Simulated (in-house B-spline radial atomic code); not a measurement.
**Co⁺: density, ELF and screening along the radius**

How do the shells of Co⁺ show in real space, and how much do the settings move them?

Program: in-house B-spline radial atomic code version 1. Level of theory: several methods, spin-polarised, as named in each step; spherical all-electron atom at the radial basis limit. These are calculated values, not measurements, unless marked.

## (1) Starting point

| Item | Value |
| --- | --- |
| element | cobalt (Z = 27) |
| charge | +1 |
| electrons | 26 |
| configuration | [Ar] 3d8 |
| nucleus | point (non-relativistic runs) or finite (X2C runs) |

Outer shells as boxes (Hund's rule):

[Ar] 3d8
```
[Ar] core
3d [↑↓][↑↓][↑↓][↑ ][↑ ]
```

Where spins are not typed, each open shell is filled with up spins first.

## (2) PBE, X2C

Input settings:

```ini
Z = 27
electrons = 26.0
configuration = [Ar] 3d8
hamiltonian = x2c
method = pbe,pbe
spin_polarised = True
nucleus = fermi
rms_radius = 3.7875
mass_number = 59
atomic_mass = 58.933193524
speed_of_light = 137.035999084
```

Launch:

```sh
$ python run_scf.py task.json out
```

task.json lists these runs, among others, and the program works through them in turn.

## (3) Hartree-Fock, X2C

The settings differ from step 2 so:

```diff
@@ -4,3 +4,3 @@
 hamiltonian = x2c
-method = pbe,pbe
+method = hf
 spin_polarised = True
```

## (4) PBEsol, X2C

The settings differ from step 3 so:

```diff
@@ -4,3 +4,3 @@
 hamiltonian = x2c
-method = hf
+method = pbesol
 spin_polarised = True
```

## (5) r2SCAN, X2C

The settings differ from step 4 so:

```diff
@@ -4,3 +4,3 @@
 hamiltonian = x2c
-method = pbesol
+method = r2scan
 spin_polarised = True
```

Before running: How large is the system in each run, where do the shell borders lie, and what is the highest level?

**Answer**, as computed:

| run | total energy (hartree) | highest level (eV) | radius holding 50 / 90 / 99 % (bohr) | radius at n = 0.001 (bohr) | ELF minima on the full grid (bohr) |
| --- | --- | --- | --- | --- | --- |
| PBE, X2C | -1392.7352 | -11.247 | 0.562 / 1.39 / 2.79 | 3.44 | 0.087, 0.38 |
| Hartree-Fock, X2C | -1391.5805 | -17.831 | 0.564 / 1.37 / 2.60 | 3.29 | 0.086, 0.37 |
| PBEsol, X2C | -1391.4781 | -11.227 | 0.562 / 1.39 / 2.78 | 3.43 | 0.087, 0.38 |
| r2SCAN, X2C | -1392.9007 | -10.823 | 0.563 / 1.39 / 2.76 | 3.41 | 0.087, 0.38 |

**Reading.** In the first run ELF has 2 minima on the grid, which mark the borders between shells. On the record's full grid the screened charge (r times the electrostatic potential) falls from 26.9 near the nucleus to 1.00 at 4.1 bohr; far out it tends to the net charge, 1. The radius that holds 99 % of the electrons runs from 2.60 bohr (Hartree-Fock, X2C) to 2.79 bohr (PBE, X2C). The grid is coarse (about 20 % a step), so the places of minima are rough. For X2C runs ELF uses the non-relativistic kinetic energy density, and the fields carry no picture-change correction.
